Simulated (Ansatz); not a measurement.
Write a Python script for Ansatz 0.2.0, Python API that makes a single point in a Gaussian basis of C₄H₆BN (charge -1), SMILES [BH2-]n1cccc1. Level of theory: B3LYP, cc-pVDZ basis, multiplicity 2.

`c4h6bn.xyz`
```text
12

B     2.08990   -0.21280    0.41930
N     0.58030   -0.11040    0.17010
C    -0.31390   -1.10690    0.30190
C    -1.57050   -0.65330   -0.04560
C    -1.42500    0.67210   -0.40870
C    -0.08550    0.97410   -0.26820
H     2.45230    0.70300    1.09040
H     2.66920   -0.20230   -0.62170
H    -0.07290   -2.11120    0.62750
H    -2.48860   -1.22530   -0.04090
H    -2.20690    1.34040   -0.74370
H     0.37160    1.93270   -0.48030
```

`run_energy.py`
```python
# -*- coding: utf-8 -*-
from pathlib import Path

import ansatz as az
import numpy as np


def main():
    geometry = az.Crystal.molecule_from_extxyz("c4h6bn.xyz")

    model = (
        geometry.calculation()
        .basis(gaussian="cc-pVDZ")
        .functional("b3lyp")
        .charge(-1)
        .spin("collinear", total=1)
        .forces()
        .orbitals()
    )
    outcome = model.run(threads=1, backend="cpu", runs_dir="c4h6bn_runs")
    rep = outcome.report

    print("reference energy %16.6f eV" % rep["reference_energy_ev"])
    print("total energy     %16.6f eV" % rep["free_energy_ev"])
    print("occupied orbitals outside the frozen core (up, down):", rep["n_occupied"], " frozen:", rep["n_frozen"], " virtual:", rep["n_virtual"])

    symbols = [site.symbol for site in geometry.cartesian_sites]
    forces = np.array(rep["forces_ev_ang"])
    print("largest force", round(float(np.linalg.norm(forces, axis=1).max()), 4), "eV/A, rms", round(float(np.sqrt((forces ** 2).mean())), 4))

    charges = rep["charge_distribution"]
    print("dipole moment", round(4.803205 * float(np.linalg.norm(charges["dipole_moment_e_ang"])), 3), "D")
    print("Mulliken:", [(s, round(q, 3)) for s, q in zip(symbols, charges["mulliken_charges_e"])])

    lines = Path(rep["orbitals_path"]).read_text().splitlines()
    field_of = lambda key: [line.split("=")[1].strip() for line in lines if line.startswith(key)]
    orbitals = [(27.211386 * float(e), s, float(n)) for e, s, n in zip(field_of("Ene="), field_of("Spin="), field_of("Occup="))]
    homo = max(e for e, _, n in orbitals if n > 0.5)
    lumo = min(e for e, _, n in orbitals if n < 0.5)
    for e, spin, n in sorted(orbitals):
        if homo - 10 < e < lumo + 5:
            print(f"{spin:6s} {e:10.3f} eV  occupation {n:.0f}")


if __name__ == "__main__":
    main()
```

Output of `python run_energy.py`:
```text
reference energy     -6411.583208 eV
total energy         -6411.583208 eV
occupied orbitals outside the frozen core (up, down): [22, 21]  frozen: 0  virtual: [92, 93]
largest force 1.4176 eV/A, rms 0.5755
dipole moment 5.835 D
Mulliken: [('B', -0.299), ('N', 0.046), ('C', 0.079), ('C', -0.042), ('C', -0.038), ('C', 0.062), ('H', -0.201), ('H', -0.193), ('H', -0.085), ('H', -0.125), ('H', -0.124), ('H', -0.08)]
Alpha      -7.362 eV  occupation 1
Beta       -7.100 eV  occupation 1
Alpha      -6.656 eV  occupation 1
Beta       -6.618 eV  occupation 1
Alpha      -6.311 eV  occupation 1
Beta       -6.285 eV  occupation 1
Alpha      -5.767 eV  occupation 1
Beta       -5.747 eV  occupation 1
Alpha      -5.495 eV  occupation 1
Beta       -5.448 eV  occupation 1
Alpha      -4.358 eV  occupation 1
Beta       -4.188 eV  occupation 1
Alpha      -3.179 eV  occupation 1
Beta       -3.051 eV  occupation 1
Alpha      -1.283 eV  occupation 1
Beta       -1.231 eV  occupation 1
Alpha      -0.913 eV  occupation 1
Beta       -0.892 eV  occupation 1
Alpha       1.296 eV  occupation 1
Beta        4.829 eV  occupation 0
Alpha       6.107 eV  occupation 0
Beta        6.120 eV  occupation 0
Alpha       6.133 eV  occupation 0
Beta        6.157 eV  occupation 0
Alpha       6.831 eV  occupation 0
Beta        6.850 eV  occupation 0
Alpha       6.995 eV  occupation 0
Beta        6.997 eV  occupation 0
Alpha       7.221 eV  occupation 0
Beta        7.228 eV  occupation 0
Alpha       7.663 eV  occupation 0
Beta        7.756 eV  occupation 0
Alpha       8.668 eV  occupation 0
Beta        8.857 eV  occupation 0
Alpha       9.493 eV  occupation 0
Beta        9.715 eV  occupation 0
```

Notes:
- Total energies depend on the basis set; only differences at equal settings carry meaning.
- The geometry is a force-field or estimated start, not a minimum of this method, and the basis set is short of its limit.
- The run takes the species as open-shell (spin multiplicity 2), which needn't be its ground state.
- An ion's dipole depends on the origin; the program takes it about the centre of nuclear charge.
- b3lyp holds the VWN-RPA fit, as in Gaussian; the form of ORCA and Turbomole is b3lyp5.
- Levels such as HOMO and LUMO are orbital energies: with these approximate functionals they aren't the ionisation energy and electron affinity, and their gap isn't the fundamental gap.
- Anions want diffuse functions, which this basis lacks.
- The whole script took 9.9 s on 1 thread of Arm Neoverse V1, with other jobs on the host, peak memory 0.37 GiB.
